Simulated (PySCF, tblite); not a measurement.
**C4HF5: a rotation path, then NMR shifts on frames**

How do NMR shifts of C4HF5 (`C#CC(F)(F)C(F)(F)F`) change as the atoms move?

Programs: tblite 0.8.0 and PySCF 2.14.0, with density-fitted response routines of our own. Each step states its level of theory. These are calculated values for one molecule in the gas phase, unless marked as measured. Atoms are numbered from 0 throughout.

## (1) Starting geometry

10 atoms, charge 0, multiplicity 1; geometry from: GFN2-xTB.

Bonds of the start (Å): C0–C1 1.20, C1–C2 1.45, C2–F3 1.35, C2–F4 1.35, C2–C5 1.56, C5–F6 1.33, C5–F7 1.33, C5–F8 1.33, C0–H9 1.05.

## (2) A band between two rotamers with GFN2-xTB

The job: settings as JSON, then the geometry in Å.

```
{"job": {"kind": "neb", "xc": "GFN2-xTB", "basis": "xTB", "atoms": [1, 2, 5, 6], "turn": 120}, "charge": 0, "multiplicity": 1}
C      2.299675    -0.215253     0.066872
C      1.180512     0.186967    -0.060205
C     -0.181277     0.670389    -0.219143
F     -0.430764     1.065751    -1.490897
F     -0.433088     1.742141     0.570345
C     -1.199010    -0.453188     0.146431
F     -1.026425    -1.516458    -0.641214
F     -2.456995    -0.048676     0.016575
F     -1.024728    -0.854461     1.407067
H      3.280983    -0.572557     0.181640
```

Level: GFN2-xTB climbing-image nudged elastic band, gas phase.

Command:

```
$ OMP_NUM_THREADS=1 python probes_run.py task.json out
```

The driver reads the jobs from task.json and runs them one after another.

Output:

```text
image   E - E0 / eV
  0       0.0000
  1       0.0093
  2       0.0340
  3       0.0606
  4       0.0735
  5       0.0647
  6       0.0396
  7       0.0128
  8       0.0001
```

It took 1.8 s on 1 thread of INTEL XEON PLATINUM 8581C at 2.30GHz, shared host; peak memory 0.18 GiB.

The final band, with the dihedral C1–C2–C5–F6:

```csv
image,dihedral (°),energy (eV),energy (kcal/mol)
0,-60,0.000,0.0
1,-46,0.009,0.2
2,-32,0.034,0.8
3,-17,0.061,1.4
4,-1,0.073,1.7
5,14,0.065,1.5
6,29,0.040,0.9
7,44,0.013,0.3
8,60,0.000,0.0
```

## (3) Nuclear shieldings: image 0, PBE0/pcSseg-1

The job: settings as JSON, then the geometry in Å.

```
{"job": {"kind": "nmr", "xc": "PBE0", "basis": "pcSseg-1", "pop": false}, "charge": 0, "multiplicity": 1}
C      2.299700    -0.215300     0.066900
C      1.180500     0.187000    -0.060200
C     -0.181300     0.670400    -0.219100
F     -0.430800     1.065800    -1.490900
F     -0.433100     1.742100     0.570300
C     -1.199000    -0.453200     0.146400
F     -1.026400    -1.516500    -0.641200
F     -2.457000    -0.048700     0.016600
F     -1.024700    -0.854500     1.407100
H      3.281000    -0.572600     0.181600
```

Level: GIAO PBE0/pcSseg-1 NMR shielding, non-relativistic, gas phase.

Output:

```text
coarse grid: 10400 points
cycle   1  E = -651.1459108647  dE =  1.639e+00  |g| = 1.158e+00  |ddm| = 3.229e+00
cycle   2  E = -650.8135525005  dE =  3.324e-01  |g| = 1.889e+00  |ddm| = 1.783e+00
cycle   3  E = -651.3654032869  dE = -5.519e-01  |g| = 1.911e-01  |ddm| = 1.122e+00
cycle   4  E = -651.3698850345  dE = -4.482e-03  |g| = 1.367e-01  |ddm| = 2.083e-01
cycle   5  E = -651.3743320872  dE = -4.447e-03  |g| = 2.103e-02  |ddm| = 9.085e-02
cycle   6  E = -651.3744222435  dE = -9.016e-05  |g| = 4.256e-03  |ddm| = 2.061e-02
cycle   7  E = -651.3744258808  dE = -3.637e-06  |g| = 1.333e-03  |ddm| = 4.166e-03
final grid: 108224 points
cycle   8  E = -651.4614106240  dE = -5.355e-05  |g| = 6.971e-03  |ddm| = 4.150e-02
cycle   9  E = -651.4614028148  dE =  7.809e-06  |g| = 1.035e-02  |ddm| = 1.182e-02
cycle  10  E = -651.4614192991  dE = -1.648e-05  |g| = 6.581e-04  |ddm| = 6.346e-03
cycle  11  E = -651.4614193271  dE = -2.791e-08  |g| = 5.511e-04  |ddm| = 8.589e-04
cycle  12  E = -651.4614193950  dE = -6.795e-08  |g| = 1.690e-04  |ddm| = 4.322e-04
cycle  13  E = -651.4614194018  dE = -6.831e-09  |g| = 2.019e-05  |ddm| = 1.405e-04
cycle  14  E = -651.4614194019  dE = -6.480e-11  |g| = 8.926e-06  |ddm| = 1.961e-05
converged SCF energy = -651.4614194019

GIAO shielding tensors (ppm)
atom      isotropic    diamagn.    paramagn.     s11        s22        s33       span
  0 C       97.323     255.483    -158.160     24.677     29.276    238.016    213.339
  1 C      110.609     265.443    -154.834     15.447     18.036    298.344    282.897
  2 C       75.215     233.371    -158.156     60.936     76.185     88.524     27.588
  3 F      290.310     470.706    -180.396    176.290    339.727    354.913    178.623
  4 F      290.799     470.676    -179.877    177.199    340.240    354.959    177.761
  5 C       58.543     241.770    -183.227     49.447     60.821     65.360     15.913
  6 F      262.840     472.203    -209.363    187.829    258.660    342.030    154.201
  7 F      275.039     469.501    -194.462    201.090    270.226    353.802    152.712
  8 F      262.918     472.214    -209.297    187.890    258.735    342.128    154.237
  9 H       29.244      32.829      -3.585     24.385     24.546     38.801     14.417
```

It took 13 s on 1 thread of INTEL XEON PLATINUM 8581C at 2.30GHz, shared host; peak memory 0.72 GiB.

Shifts follow as δ = σ(reference) − σ, with reference shieldings (ppm) from runs at the same level and on the same kind of geometry: ¹H TMS 31.72, ¹³C TMS 186.9, ¹⁹F CFCl3 170.9. The references are single molecules in the gas phase, so shifts against H2O, NH3, PH3, H3PO4 or CFCl3 are not on the usual liquid scales and can be off by tens of ppm. Each atom is listed at this fixed geometry, with no averaging over motion; a spectrum would average atoms that exchange fast.

```csv
atoms,environment,σ (ppm),δ (ppm)
C5,CF3 carbon,58.5,128.4
C2,propargylic fully substituted sp3 carbon bonded to 2 F,75.2,111.7
C0,terminal alkyne carbon,97.3,89.6
C1,alkyne carbon,110.6,76.3
H9,hydrogen on a terminal alkyne carbon,29.24,2.47
F6,fluorine of a CF3 group,262.8,-91.9
F8,fluorine of a CF3 group,262.9,-92.0
F7,fluorine of a CF3 group,275.0,-104.1
F3,fluorine of a CF2 group,290.3,-119.4
F4,fluorine of a CF2 group,290.8,-119.9
```

## (4) Shielding tensors: image 2, PBE0/pcSseg-1

The job: settings as JSON, then the geometry in Å.

```
{"job": {"kind": "nmr", "xc": "PBE0", "basis": "pcSseg-1", "pop": false}, "charge": 0, "multiplicity": 1}
C      2.299800    -0.253000    -0.077600
C      1.187400     0.185700    -0.090100
C     -0.175000     0.691100    -0.133200
F     -0.468700     1.231500    -1.340000
F     -0.380400     1.671000     0.778600
C     -1.201100    -0.454500     0.155600
F     -0.749900    -1.632600    -0.284100
F     -2.369300    -0.231000    -0.433700
F     -1.414300    -0.573400     1.464200
H      3.280500    -0.630100    -0.062300
```

Method: GIAO PBE0/pcSseg-1 NMR shielding, non-relativistic, gas phase.

Output:

```text
coarse grid: 10400 points
cycle   1  E = -651.1431040889  dE =  1.646e+00  |g| = 1.162e+00  |ddm| = 3.163e+00
cycle   2  E = -650.8042889226  dE =  3.388e-01  |g| = 1.902e+00  |ddm| = 1.767e+00
cycle   3  E = -651.3644457662  dE = -5.602e-01  |g| = 1.908e-01  |ddm| = 1.112e+00
cycle   4  E = -651.3688412636  dE = -4.395e-03  |g| = 1.378e-01  |ddm| = 2.082e-01
cycle   5  E = -651.3733643374  dE = -4.523e-03  |g| = 2.102e-02  |ddm| = 8.989e-02
cycle   6  E = -651.3734545974  dE = -9.026e-05  |g| = 4.278e-03  |ddm| = 2.051e-02
cycle   7  E = -651.3734582859  dE = -3.688e-06  |g| = 1.317e-03  |ddm| = 4.140e-03
final grid: 108224 points
cycle   8  E = -651.4587245320  dE = -4.952e-05  |g| = 6.782e-03  |ddm| = 4.803e-02
cycle   9  E = -651.4587169206  dE =  7.611e-06  |g| = 1.013e-02  |ddm| = 1.186e-02
cycle  10  E = -651.4587328166  dE = -1.590e-05  |g| = 7.689e-04  |ddm| = 6.288e-03
cycle  11  E = -651.4587328635  dE = -4.692e-08  |g| = 6.111e-04  |ddm| = 8.790e-04
cycle  12  E = -651.4587329504  dE = -8.693e-08  |g| = 1.568e-04  |ddm| = 4.623e-04
cycle  13  E = -651.4587329562  dE = -5.723e-09  |g| = 1.912e-05  |ddm| = 1.333e-04
cycle  14  E = -651.4587329562  dE = -4.889e-11  |g| = 8.979e-06  |ddm| = 1.904e-05
converged SCF energy = -651.4587329562

GIAO shielding tensors (ppm)
atom      isotropic    diamagn.    paramagn.     s11        s22        s33       span
  0 C       96.464     255.441    -158.978     25.428     28.985    234.978    209.549
  1 C      110.857     264.818    -153.961     15.641     17.854    299.076    283.435
  2 C       74.593     234.345    -159.753     60.827     75.334     87.617     26.789
  3 F      284.376     470.526    -186.150    178.333    331.369    343.426    165.093
  4 F      286.169     470.340    -184.171    171.110    337.502    349.896    178.786
  5 C       58.604     241.771    -183.167     49.075     61.711     65.027     15.952
  6 F      255.415     472.752    -217.336    183.862    245.995    336.388    152.526
  7 F      270.049     469.505    -199.456    195.997    271.226    342.925    146.929
  8 F      262.991     471.134    -208.143    189.251    262.032    337.690    148.439
  9 H       29.189      32.709      -3.520     24.397     24.558     38.612     14.215
```

Run time: 12 s. Hardware: 1 thread of INTEL XEON PLATINUM 8581C at 2.30GHz, shared host; peak memory 0.86 GiB.

Key values: δ C5 128.3, C2 112.3, C0 90.5, C1 76.1, H9 2.53 ppm.

## (5) Nuclear shieldings: image 4, PBE0/pcSseg-1

The job: settings as JSON, then the geometry in Å.

```
{"job": {"kind": "nmr", "xc": "PBE0", "basis": "pcSseg-1", "pop": false}, "charge": 0, "multiplicity": 1}
C      2.294500    -0.269300    -0.227800
C      1.190500     0.182800    -0.145300
C     -0.164100     0.702000    -0.045400
F     -0.516400     1.387600    -1.158300
F     -0.290000     1.572500     0.984000
C     -1.205600    -0.457000     0.167800
F     -0.613200    -1.655300     0.176600
F     -2.114600    -0.475000    -0.801000
F     -1.839400    -0.323500     1.327800
H      3.267300    -0.660100    -0.300800
```

Method: GIAO PBE0/pcSseg-1 NMR shielding, non-relativistic, gas phase.

Output:

```text
coarse grid: 10400 points
cycle   1  E = -651.1368186921  dE =  1.650e+00  |g| = 1.167e+00  |ddm| = 3.132e+00
cycle   2  E = -650.7889355036  dE =  3.479e-01  |g| = 1.921e+00  |ddm| = 1.728e+00
cycle   3  E = -651.3606685289  dE = -5.717e-01  |g| = 1.905e-01  |ddm| = 1.084e+00
cycle   4  E = -651.3649333836  dE = -4.265e-03  |g| = 1.394e-01  |ddm| = 2.082e-01
cycle   5  E = -651.3695692737  dE = -4.636e-03  |g| = 2.108e-02  |ddm| = 9.009e-02
cycle   6  E = -651.3696602769  dE = -9.100e-05  |g| = 4.286e-03  |ddm| = 2.030e-02
cycle   7  E = -651.3696640080  dE = -3.731e-06  |g| = 1.285e-03  |ddm| = 4.162e-03
final grid: 108224 points
cycle   8  E = -651.4554498651  dE = -5.068e-05  |g| = 6.754e-03  |ddm| = 4.522e-02
cycle   9  E = -651.4554423994  dE =  7.466e-06  |g| = 1.006e-02  |ddm| = 1.149e-02
cycle  10  E = -651.4554579845  dE = -1.559e-05  |g| = 6.779e-04  |ddm| = 5.985e-03
cycle  11  E = -651.4554580115  dE = -2.701e-08  |g| = 5.726e-04  |ddm| = 7.937e-04
cycle  12  E = -651.4554580869  dE = -7.539e-08  |g| = 1.576e-04  |ddm| = 4.311e-04
cycle  13  E = -651.4554580928  dE = -5.898e-09  |g| = 1.797e-05  |ddm| = 1.316e-04
cycle  14  E = -651.4554580928  dE = -5.207e-11  |g| = 7.933e-06  |ddm| = 1.784e-05
converged SCF energy = -651.4554580928

GIAO shielding tensors (ppm)
atom      isotropic    diamagn.    paramagn.     s11        s22        s33       span
  0 C       95.675     255.401    -159.726     27.425     27.873    231.727    204.302
  1 C      110.990     264.687    -153.697     16.264     16.841    299.865    283.602
  2 C       73.839     235.044    -161.205     60.660     74.773     86.084     25.424
  3 F      278.365     470.201    -191.836    173.106    322.338    339.652    166.547
  4 F      278.220     470.216    -191.996    172.135    322.258    340.268    168.133
  5 C       58.578     241.629    -183.051     48.381     63.030     64.323     15.942
  6 F      248.054     472.947    -224.893    182.944    232.539    328.679    145.735
  7 F      262.410     469.687    -207.277    189.161    266.106    331.962    142.802
  8 F      261.876     469.783    -207.907    188.918    265.152    331.557    142.639
  9 H       29.130      32.668      -3.538     24.408     24.563     38.418     14.009
```

It took 12 s on 1 thread of INTEL XEON PLATINUM 8581C at 2.30GHz, shared host; peak memory 0.82 GiB.

This run: δ C5 128.3, C2 113.1, C0 91.3, C1 75.9, H9 2.59 ppm.

## (6) Nuclear shieldings: image 6, PBE0/pcSseg-1

The job: settings as JSON, then the geometry in Å.

```
{"job": {"kind": "nmr", "xc": "PBE0", "basis": "pcSseg-1", "pop": false}, "charge": 0, "multiplicity": 1}
C      2.270300    -0.277000    -0.376400
C      1.176700     0.173700    -0.199700
C     -0.155200     0.703500     0.044100
F     -0.561800     1.518400    -0.957800
F     -0.195900     1.449100     1.174200
C     -1.202400    -0.452900     0.179100
F     -0.633900    -1.566900     0.648900
F     -1.734500    -0.747000    -1.005200
F     -2.187400    -0.130000     1.008200
H      3.233000    -0.666400    -0.538100
```

Level: GIAO PBE0/pcSseg-1 NMR shielding, non-relativistic, gas phase.

Output:

```text
coarse grid: 10400 points
cycle   1  E = -651.1409471563  dE =  1.646e+00  |g| = 1.163e+00  |ddm| = 3.161e+00
cycle   2  E = -650.8005687489  dE =  3.404e-01  |g| = 1.906e+00  |ddm| = 1.767e+00
cycle   3  E = -651.3627824050  dE = -5.622e-01  |g| = 1.906e-01  |ddm| = 1.112e+00
cycle   4  E = -651.3671353744  dE = -4.353e-03  |g| = 1.381e-01  |ddm| = 2.081e-01
cycle   5  E = -651.3716830592  dE = -4.548e-03  |g| = 2.104e-02  |ddm| = 9.009e-02
cycle   6  E = -651.3717734878  dE = -9.043e-05  |g| = 4.286e-03  |ddm| = 2.051e-02
cycle   7  E = -651.3717771893  dE = -3.701e-06  |g| = 1.318e-03  |ddm| = 4.145e-03
final grid: 108224 points
cycle   8  E = -651.4582983067  dE = -5.051e-05  |g| = 6.744e-03  |ddm| = 3.787e-02
cycle   9  E = -651.4582911765  dE =  7.130e-06  |g| = 9.952e-03  |ddm| = 1.158e-02
cycle  10  E = -651.4583064781  dE = -1.530e-05  |g| = 5.982e-04  |ddm| = 6.120e-03
cycle  11  E = -651.4583065125  dE = -3.442e-08  |g| = 4.370e-04  |ddm| = 7.881e-04
cycle  12  E = -651.4583065507  dE = -3.818e-08  |g| = 1.864e-04  |ddm| = 3.664e-04
cycle  13  E = -651.4583065591  dE = -8.387e-09  |g| = 2.049e-05  |ddm| = 1.421e-04
cycle  14  E = -651.4583065591  dE = -6.958e-11  |g| = 8.745e-06  |ddm| = 1.948e-05
converged SCF energy = -651.4583065591

GIAO shielding tensors (ppm)
atom      isotropic    diamagn.    paramagn.     s11        s22        s33       span
  0 C       96.404     255.457    -159.053     25.606     29.072    234.535    208.929
  1 C      110.832     264.838    -154.006     15.525     17.748    299.224    283.699
  2 C       74.462     234.361    -159.899     60.856     75.275     87.255     26.399
  3 F      284.933     470.303    -185.369    170.497    335.250    349.053    178.556
  4 F      283.195     470.510    -187.315    177.916    329.800    341.870    163.954
  5 C       58.590     241.794    -183.204     48.910     61.882     64.978     16.069
  6 F      254.323     472.779    -218.456    183.506    244.339    335.123    151.617
  7 F      262.730     470.948    -208.218    189.096    261.931    337.163    148.067
  8 F      269.128     469.493    -200.365    195.155    271.270    340.959    145.804
  9 H       29.178      32.699      -3.521     24.398     24.556     38.580     14.182
```

Run time: 12 s. Hardware: 1 thread of INTEL XEON PLATINUM 8581C at 2.30GHz, shared host; peak memory 0.82 GiB.

This run: δ C5 128.3, C2 112.5, C0 90.5, C1 76.1, H9 2.54 ppm.

## (7) Nuclear shieldings: image 8, PBE0/pcSseg-1

The job: settings as JSON, then the geometry in Å.

```
{"job": {"kind": "nmr", "xc": "PBE0", "basis": "pcSseg-1", "pop": false}, "charge": 0, "multiplicity": 1}
C      2.236200    -0.263400    -0.535600
C      1.161900     0.166500    -0.232700
C     -0.140400     0.695000     0.139600
F     -0.573300     1.632800    -0.737400
F     -0.111600     1.293600     1.354900
C     -1.198200    -0.449700     0.188800
F     -0.842200    -1.379600     1.077200
F     -1.300900    -1.047200    -0.999900
F     -2.401900    -0.002000     0.526000
H      3.179300    -0.641500    -0.803500
```

With the program's defaults for keys left out, this is: GIAO PBE0/pcSseg-1 NMR shielding, non-relativistic, gas phase.

Output:

```text
coarse grid: 10400 points
cycle   1  E = -651.1468511345  dE =  1.638e+00  |g| = 1.158e+00  |ddm| = 3.232e+00
cycle   2  E = -650.8138387138  dE =  3.330e-01  |g| = 1.891e+00  |ddm| = 1.792e+00
cycle   3  E = -651.3666393998  dE = -5.528e-01  |g| = 1.909e-01  |ddm| = 1.128e+00
cycle   4  E = -651.3711010601  dE = -4.462e-03  |g| = 1.368e-01  |ddm| = 2.082e-01
cycle   5  E = -651.3755558133  dE = -4.455e-03  |g| = 2.102e-02  |ddm| = 9.104e-02
cycle   6  E = -651.3756459082  dE = -9.009e-05  |g| = 4.267e-03  |ddm| = 2.065e-02
cycle   7  E = -651.3756495575  dE = -3.649e-06  |g| = 1.339e-03  |ddm| = 4.181e-03
final grid: 108224 points
cycle   8  E = -651.4614476418  dE = -4.814e-05  |g| = 6.463e-03  |ddm| = 3.848e-02
cycle   9  E = -651.4614412406  dE =  6.401e-06  |g| = 9.502e-03  |ddm| = 1.123e-02
cycle  10  E = -651.4614553161  dE = -1.408e-05  |g| = 6.580e-04  |ddm| = 5.936e-03
cycle  11  E = -651.4614553587  dE = -4.264e-08  |g| = 4.707e-04  |ddm| = 8.322e-04
cycle  12  E = -651.4614554046  dE = -4.592e-08  |g| = 1.871e-04  |ddm| = 3.952e-04
cycle  13  E = -651.4614554130  dE = -8.401e-09  |g| = 1.880e-05  |ddm| = 1.454e-04
cycle  14  E = -651.4614554131  dE = -5.411e-11  |g| = 8.709e-06  |ddm| = 1.878e-05
converged SCF energy = -651.4614554131

GIAO shielding tensors (ppm)
atom      isotropic    diamagn.    paramagn.     s11        s22        s33       span
  0 C       97.331     255.407    -158.077     24.638     29.322    238.032    213.395
  1 C      110.591     265.542    -154.951     15.356     18.020    298.396    283.040
  2 C       75.204     233.234    -158.030     60.967     76.169     88.476     27.509
  3 F      290.230     470.704    -180.475    176.311    339.450    354.929    178.618
  4 F      289.997     470.740    -180.743    175.928    339.244    354.820    178.893
  5 C       58.558     241.763    -183.205     49.450     60.844     65.379     15.929
  6 F      262.895     472.185    -209.290    187.863    258.757    342.065    154.203
  7 F      262.976     472.170    -209.194    187.945    258.872    342.111    154.165
  8 F      274.942     469.497    -194.555    200.966    270.049    353.811    152.845
  9 H       29.239      32.801      -3.563     24.383     24.541     38.793     14.409
```

Wall time 13 s (1 thread of INTEL XEON PLATINUM 8581C at 2.30GHz, shared host); peak memory 0.82 GiB.

Key values: δ C5 128.4, C2 111.7, C0 89.6, C1 76.3, H9 2.48 ppm.

## (8) Run by run: NMR shifts

Shifts (ppm) of some atoms, chosen among heavy atoms and hydrogens apart, with basis size and wall time:

```csv
frame,H9,F6,F8,F7,F3,F4,functions,time
image 0,2.47,-91.9,-92.0,-104.1,-119.4,-119.9,158,13 s
image 2,2.53,-84.5,-92.0,-99.1,-113.4,-115.2,158,12 s
image 4,2.59,-77.1,-90.9,-91.5,-107.4,-107.3,158,12 s
image 6,2.54,-83.4,-98.2,-91.8,-114.0,-112.2,158,12 s
image 8,2.48,-91.9,-104.0,-92.0,-119.3,-119.1,158,13 s
```

## (9) Summary of results

| quantity | value |
| --- | --- |
| barrier | 0.073 eV (1.7 kcal/mol) at image 4 |
| end to end (GFN2-xTB) | 0.000 eV |
| ¹³C shifts against TMS (PBE0/pcSseg-1, image 0) | 128.4, 111.7, 89.6, 76.3 ppm |
| ¹H shifts against TMS (PBE0/pcSseg-1, image 0) | 2.47 ppm |
| ¹⁹F shifts against CFCl3 (PBE0/pcSseg-1, image 0) | -91.9, -92.0, -104.1, -119.4, -119.9 ppm |
| range of the shift of F6 | -91.9 to -77.1 ppm |

**Reading.** Along the band the dihedral turns by 119°, and the top (dihedral -1°) lies 1.7 kcal/mol above the start (GFN2-xTB, rough), so at room temperature this motion is fast. The top was not checked by a frequency run. Shifts at one fixed geometry are not the observed spectrum, which averages over the motion. In the first frame run (image 0): The widest tensor belongs to C1: span 283 ppm, with a paramagnetic part of -155 ppm. Across the 5 runs the shift of F6 moves most, between -91.9 (image 8) and -77.1 ppm (image 4).
